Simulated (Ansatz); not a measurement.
# PBE-QIDH/6-31G(d) (spherical functions) run of C2H9NSi (SMILES CN(C)[SiH3])

Aim: the electronic atomisation energy of C2H9NSi at PBE-QIDH/6-31G* (spherical functions), from 5 runs. 

The results are computed with Ansatz 0.2.0.

64 further runs of the same task are left out: 64 set aside as unsound or not needed.

**1. The system as given**

The species is C2H9NSi (13 atoms), meant as a singlet with charge 0. SMILES: `CN(C)[SiH3]`. The coordinates come from a PBE0-D4/def2-TZVP relaxation.

Bond lengths: C1–N2 1.442 Å, N2–C3 1.442 Å, N2–Si4 1.717 Å, C1–H5 1.101 Å, C1–H6 1.097 Å, C1–H7 1.092 Å, C3–H8 1.097 Å, C3–H9 1.101 Å, C3–H10 1.092 Å, Si4–H11 1.497 Å, Si4–H12 1.487 Å, Si4–H13 1.487 Å. Some angles: C1–N2–C3 113.7°, C1–N2–Si4 120.9°, C3–N2–Si4 120.9°, N2–C1–H5 112.8°, N2–C1–H6 110.4°, N2–C1–H7 110.5°, N2–C3–H8 110.4°, N2–C3–H9 112.8°, N2–C3–H10 110.5°, N2–Si4–H11 115.3°.

**2. The energy at PBE-QIDH/6-31G(d) (spherical functions)**

input.yaml reads:

```yaml
crystal:
  periodic: [false, false, false]
  atoms:
    - {symbol: C, position_ang: [-0.853400, 1.051500, -0.567400]}
    - {symbol: "N", position_ang: [-0.064300, 0.101400, 0.176900]}
    - {symbol: C, position_ang: [1.257300, 0.576800, 0.503700]}
    - {symbol: Si, position_ang: [-0.404400, -1.580400, 0.101900]}
    - {symbol: H, position_ang: [-0.416100, 1.292500, -1.548500]}
    - {symbol: H, position_ang: [-0.947500, 1.991500, -0.009400]}
    - {symbol: H, position_ang: [-1.860700, 0.663700, -0.735400]}
    - {symbol: H, position_ang: [1.197400, 1.509100, 1.079000]}
    - {symbol: H, position_ang: [1.870100, 0.778300, -0.388400]}
    - {symbol: H, position_ang: [1.787100, -0.156700, 1.115700]}
    - {symbol: H, position_ang: [0.068700, -2.275300, -1.137100]}
    - {symbol: H, position_ang: [-1.879700, -1.752300, 0.167000]}
    - {symbol: H, position_ang: [0.265600, -2.234700, 1.256700]}
basis:
  gaussian:
    orbitals: 6-31G_st_-spherical.json
hamiltonian:
  xc: {name: PBE-QIDH}
correlation:
  frozen_orbitals: {C: 1, H: 0, "N": 1, Si: 5}
accuracy: high
output: {orbitals: {seedname: orbitals}}
```

The basis set 6-31G* is read from a file made from the Basis Set Exchange's data (not shown).

On the command line:

```console
$ ansatz run input.yaml --threads 1 --pin off --max-ram 3480MiB --events-out events.jsonl --progress --plain --runs-dir runs
```

The log of the run:

```text
Warning: RAYON_NUM_THREADS=1 ignored (pool sized by the plan → 1); use --threads N
Functional definition: PBE-QIDH
  name "PBE-QIDH"
  parameter a = 3^(-1/3)
  parameter c = 1/3
  exchange = (1 - a)*pbe_x + a*exact_x
  correlation = (1 - c)*pbe_c + c*(mp2_os + mp2_ss)
1974 factors; integrals over basis functions are off by at most 4.0e-9 eV
mean field evaluation 1: about -11567.6809 eV, gradient 3.1e1 eV
mean field evaluation 2: about -11567.7883 eV, gradient 3.1e1 eV
mean field evaluation 4: about -11570.0713 eV, gradient 3.3e0 eV
mean field evaluation 8: about -11570.0972 eV, gradient 2.6e-2 eV
mean field evaluation 16: about -11570.0972 eV, gradient 2.8e-6 eV
mean field -11570.09717390 eV, -425.1932286474 hartree, gradient 6.5e-8 eV, S^2 0.000000; 0 other end points of the search recorded, 0 dependent functions left out
8 core orbitals not correlated: weight in the atoms' cores, before any rotation towards them, 1.000 or more for the frozen orbitals, at most 0.000 for the correlated occupied ones
reference -11570.09717487 eV, -425.1932286831 hartree; 13, 13 occupied and 57, 57 virtual orbitals, 1974 factors
second order -15.49867090 eV of doubles, -0.00000000 eV of singles
Total energy: -11575.26339851 eV, -425.3830838998 hartree
```

It took 6 s on 1 thread of Intel Xeon 6975P-C (Granite Rapids), shared host; peak memory 0.29 GiB.

**3. The C atom**

input.yaml reads:

```yaml
crystal:
  periodic: [false, false, false]
  atoms:
    - {symbol: C, position_ang: [0.000000, 0.000000, 0.000000]}
basis:
  gaussian:
    orbitals: 6-31G_st_-spherical.json
magnetization:
  spin_polarized: true
  initial_magnetization: 2
hamiltonian:
  xc: {name: PBE-QIDH}
correlation:
  frozen_orbitals: {C: 1}
accuracy: high
```

The basis set 6-31G* is read from a file made from the Basis Set Exchange's data (not shown).

Run the same way, it converges to -37.78314 Eh (log not shown).

**4. The H atom, same level**

in.yaml reads:

```yaml
crystal:
  periodic: [false, false, false]
  atoms:
    - {symbol: H, position_ang: [0.000000, 0.000000, 0.000000]}
basis:
  gaussian: {orbitals: "6-31G*"}
total_charge: 0
magnetization: {spin_polarized: true, initial_magnetization: 1}
hamiltonian: {xc: {name: PBE-QIDH}}
correlation: {frozen_orbitals: {H: 0}}
accuracy: high
```

Run the same way, it converges to -0.50012 Eh (log not shown).

**5. The N atom at the same level**

input.yaml reads:

```yaml
basis:
  gaussian:
    orbitals: 6-31G_st_-spherical.json
crystal:
  periodic: [false, false, false]
  atoms:
    - {symbol: "N", position_ang: [0.000000, 0.000000, 0.000000]}
magnetization:
  spin_polarized: true
  initial_magnetization: 3
accuracy: high
correlation:
  frozen_orbitals: {"N": 1}
hamiltonian:
  xc: {name: PBE-QIDH}
```

The basis set 6-31G* is read from a file made from the Basis Set Exchange's data (not shown).

Run the same way, it converges to -54.51444 Eh (log not shown).

**6. The Si atom**

input.yaml reads:

```yaml
crystal:
  periodic: [false, false, false]
  atoms:
    - symbol: Si
      position_ang: [0.000000, 0.000000, 0.000000]
basis:
  gaussian:
    orbitals: 6-31G_st_-spherical.json
magnetization:
  spin_polarized: true
  initial_magnetization: 2
hamiltonian:
  xc: {name: PBE-QIDH}
correlation:
  frozen_orbitals: {Si: 5}
accuracy: high
```

The basis set 6-31G* is read from a file made from the Basis Set Exchange's data (not shown).

On the command line:

```console
$ ansatz run input.yaml --threads 1 --pin off --max-ram 3480MiB --events-out events.jsonl --progress --plain --runs-dir runs
```

The log of the run, shortened:

```text
Warning: RAYON_NUM_THREADS=1 ignored (pool sized by the plan → 1); use --threads N
[... 2 set-up lines as earlier in the session ...]
[...]
141 factors; integrals over basis functions are off by at most 2.6e-9 eV
[...]
mean field -7867.30533439 eV, -289.1181383878 hartree, gradient 5.9e-8 eV, S^2 2.004115; 0 other end points of the search recorded, 0 dependent functions left out
5 core orbitals not correlated: weight in the atoms' cores, before any rotation towards them, 1.000 or more for the frozen orbitals, at most 0.000 for the correlated occupied ones
reference -7867.30533499 eV, -289.1181384097 hartree; 3, 1 occupied and 10, 12 virtual orbitals, 141 factors
second order -1.26414758 eV of doubles, -0.00000000 eV of singles
Total energy: -7867.72671751 eV, -289.1336239320 hartree
```

Run time: 0.34 s. Hardware: 1 thread of Intel Xeon 6975P-C (Granite Rapids), shared host.

**7. What came out**

At PBE-QIDH/6-31G* (spherical functions), 8 core orbitals frozen:

| quantity | value |
| --- | --- |
| molecule: total energy | -425.38308 Eh |
| molecule: HOMO energy (SCF part's orbitals) | -8.37 eV |
| molecule: LUMO energy (SCF part's orbitals) | 2.83 eV |
| molecule: HOMO–LUMO gap (SCF part's orbitals) | 11.19 eV |
| C atom: total energy | -37.78314 Eh |
| C atom: ⟨S²⟩ | 2.003 |
| H atom: total energy | -0.50012 Eh |
| H atom: ⟨S²⟩ | 0.750 |
| N atom: total energy | -54.51444 Eh |
| N atom: ⟨S²⟩ | 3.753 |
| Si atom: total energy | -289.13362 Eh |
| Si atom: ⟨S²⟩ | 2.004 |
| electronic atomisation energy | 45.380 eV |

What this shows: Taking the molecule apart into free atoms costs 45.38 eV (1046 kcal/mol), before zero-point energy and without spin-orbit coupling.
